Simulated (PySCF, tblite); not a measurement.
# C4H11FOSi2: geometry, infrared bands and NMR shifts

Aim: predict the infrared bands and NMR shifts of C4H11FOSi2 (`C=C(F)C[Si@](C)(O)[SiH3]`).

The runs use tblite 0.8.0 and PySCF 2.14.0, with density-fitted response routines of our own; the level of theory stands in each step. All values are computed, except where a source is named. Atoms are numbered from 0 throughout.

## (1) The starting structure

19 atoms, charge 0, multiplicity 1; geometry from: force field or distance geometry start.

Bonds of the start (Å): C0–C1 1.36, C1–F2 1.34, C1–C3 1.50, C3–Si4 1.90, Si4–C5 1.86, Si4–O6 1.68, Si4–Si7 2.34, C0–H8 1.08, C0–H9 1.09, C3–H10 1.10, C3–H11 1.08, C5–H12 1.09, C5–H13 1.10, C5–H14 1.10, O6–H15 0.96, Si7–H16 1.49, Si7–H17 1.50, Si7–H18 1.49.

## (2) Relaxing the molecule with GFN2-xTB

Job settings and geometry (Å):

```
{"job": {"kind": "relax", "xc": "GFN2-xTB", "basis": "xTB"}, "charge": 0, "multiplicity": 1}
C      3.059000    -0.057600    -0.036900
C      1.938900     0.457900    -0.599000
F      1.928400     0.567600    -1.933900
C      0.746500     0.927700     0.180000
Si    -0.841200    -0.021700    -0.231200
C     -0.666500    -1.821200     0.207500
O     -1.254700     0.177200    -1.851000
Si    -2.498300     0.885400     1.152400
H      3.885700    -0.364100    -0.662600
H      3.150600    -0.172300     1.041100
H      0.926700     0.830000     1.264500
H      0.590300     1.981500    -0.021500
H     -1.601900    -2.361900     0.051800
H      0.118200    -2.296900    -0.400800
H     -0.386500    -1.932600     1.263700
H     -0.559400    -0.006000    -2.487900
H     -2.084600     0.705300     2.567800
H     -3.799000     0.172700     0.933700
H     -2.661800     2.338200     0.884600
```

Started as:

```
> OMP_NUM_THREADS=1 python probes_run.py task.json out
```

The driver reads the jobs from task.json and runs them one after another.

**Question.** This job is followed by: GFN2-xTB harmonic vibrations, gas phase; GIAO PBE0/pcSseg-1 NMR shielding, non-relativistic, gas phase. What will the session give for the following? strongest single infrared mode (GFN2-xTB); zero-point energy (GFN2-xTB); ¹³C shifts against TMS (PBE0/pcSseg-1); ¹H shifts against TMS (PBE0/pcSseg-1, means over atoms taken as alike); ¹⁹F shifts against CFCl3 (PBE0/pcSseg-1); ²⁹Si shifts against TMS (PBE0/pcSseg-1); ¹⁷O shifts against H2O (PBE0/pcSseg-1).

The runs gave:

| quantity | value |
| --- | --- |
| strongest single infrared mode (GFN2-xTB) | 797 cm⁻¹, 431 km/mol |
| zero-point energy (GFN2-xTB) | 85.2 kcal/mol |
| ¹³C shifts against TMS (PBE0/pcSseg-1) | 177.2, 94.3, 29.4, 1.8 ppm |
| ¹H shifts against TMS (PBE0/pcSseg-1, means over atoms taken as alike) | 4.80, 4.27, 3.31, 2.08, 1.81, 1.43, 0.33 ppm |
| ¹⁹F shifts against CFCl3 (PBE0/pcSseg-1) | -91.6 ppm |
| ²⁹Si shifts against TMS (PBE0/pcSseg-1) | 10.7, -121.1 ppm |
| ¹⁷O shifts against H2O (PBE0/pcSseg-1) | 38.5 ppm |

Relaxing lowered the energy by 0.315 eV in 86 steps; the close pair that moved most is Si4–O6, from 1.684 to 1.632 Å. The lowest mode is imaginary (30i cm⁻¹), so the xTB geometry is not a minimum. The strongest single mode, at 797 cm⁻¹, is carried by H15, H17, H18, H16. GFN2-xTB is a fitted tight-binding method: band positions and strengths are rough. Its intensities can rank the bands wrongly. At PBE0/pcSseg-1: The widest tensor belongs to F2: span 174 ppm, with a paramagnetic part of -216 ppm.
